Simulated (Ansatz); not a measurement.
# CH₅GaO₂: basis-set convergence

Aim: see how fast density functionals converge with the basis set for CH₅GaO₂.

Computed with Ansatz 0.2.0, Gaussian basis. Level: one geometry, several basis sets.

The runs, in order: PBE0-D4/def2-SVP; ωB97M-V/def2-SVP; PBE0-D4/def2-QZVPP; ωB97M-V/def2-QZVPP; the functionals' def2-TZVPP values are taken from earlier runs.

**1. Structure used throughout**

An earlier PBE0-D4 in a triple-zeta def2 set relaxation fixed the geometry.

SMILES `[CH3][Ga]([OH])[OH]`, 9 atoms, charge 0, spin multiplicity 1.

Atoms are counted from 1 here; the program's logs count them from 0.

Bond lengths: C1–Ga2 1.941 Å, C1–H5 1.090 Å, C1–H6 1.091 Å, C1–H7 1.091 Å, Ga2–O3 1.791 Å, Ga2–O4 1.791 Å, O3–H8 0.959 Å, O4–H9 0.959 Å. Angles: Ga2–C1–H5 110.5°, Ga2–C1–H6 109.9°, Ga2–C1–H7 110.2°, H5–C1–H6 108.9°, H5–C1–H7 109.4°, H6–C1–H7 107.9°, C1–Ga2–O3 121.3°, C1–Ga2–O4 121.2°, O3–Ga2–O4 117.5°, Ga2–O3–H8 115.4°, Ga2–O4–H9 115.3°.

Geometry (Å):

```xyz
9
CH5GaO2
C     0.1395    0.7406   -1.3856
Ga   -0.0223   -0.1804    0.3149
O     0.2379   -1.9475    0.4432
O    -0.4357    0.7068    1.8148
H     0.2598    0.0245   -2.1979
H     1.0053    1.4049   -1.3681
H    -0.7466    1.3499   -1.5688
H     0.1412   -2.3145    1.3236
H    -0.4907    0.1696    2.6070
```

**2. PBE0-D4 in def2-SVP**

Contents of in.yaml:

```yaml
crystal:
  periodic: [false, false, false]
  atoms:
    - {symbol: C, position_ang: [0.139485, 0.740573, -1.385607]}
    - {symbol: Ga, position_ang: [-0.022304, -0.180408, 0.314934]}
    - {symbol: O, position_ang: [0.237878, -1.947537, 0.443198]}
    - {symbol: O, position_ang: [-0.435670, 0.706754, 1.814801]}
    - {symbol: H, position_ang: [0.259764, 0.024460, -2.197885]}
    - {symbol: H, position_ang: [1.005296, 1.404870, -1.368073]}
    - {symbol: H, position_ang: [-0.746583, 1.349900, -1.568842]}
    - {symbol: H, position_ang: [0.141200, -2.314485, 1.323616]}
    - {symbol: H, position_ang: [-0.490666, 0.169572, 2.606956]}
basis:
  gaussian: {orbitals: def2-SVP}
hamiltonian: {xc: pbe0, dispersion: d4}
output: {orbitals: {seedname: orbitals}}
```

After this run come: ωB97M-V in def2-SVP; PBE0-D4 in def2-QZVPP; ωB97M-V in def2-QZVPP.

Before running them: what should the planned runs give, taken together? Wanted: PBE0-D4: double and triple zeta above quadruple; ωB97M-V: double and triple zeta above quadruple.

As calculated:

| quantity | value |
| --- | --- |
| PBE0-D4: double and triple zeta above quadruple | 14.78, 1.52 eV |
| ωB97M-V: double and triple zeta above quadruple | 14.90, 1.47 eV |

In words: PBE0-D4 gains 13.26 eV from double to triple zeta, then 1.52 eV more. Total energies overstate the basis error of differences, where much of it tends to cancel. The LUMO of ωB97M-V is positive and keeps falling with the basis (1.74 to 0.87 eV): an unbound level that the basis holds in place.
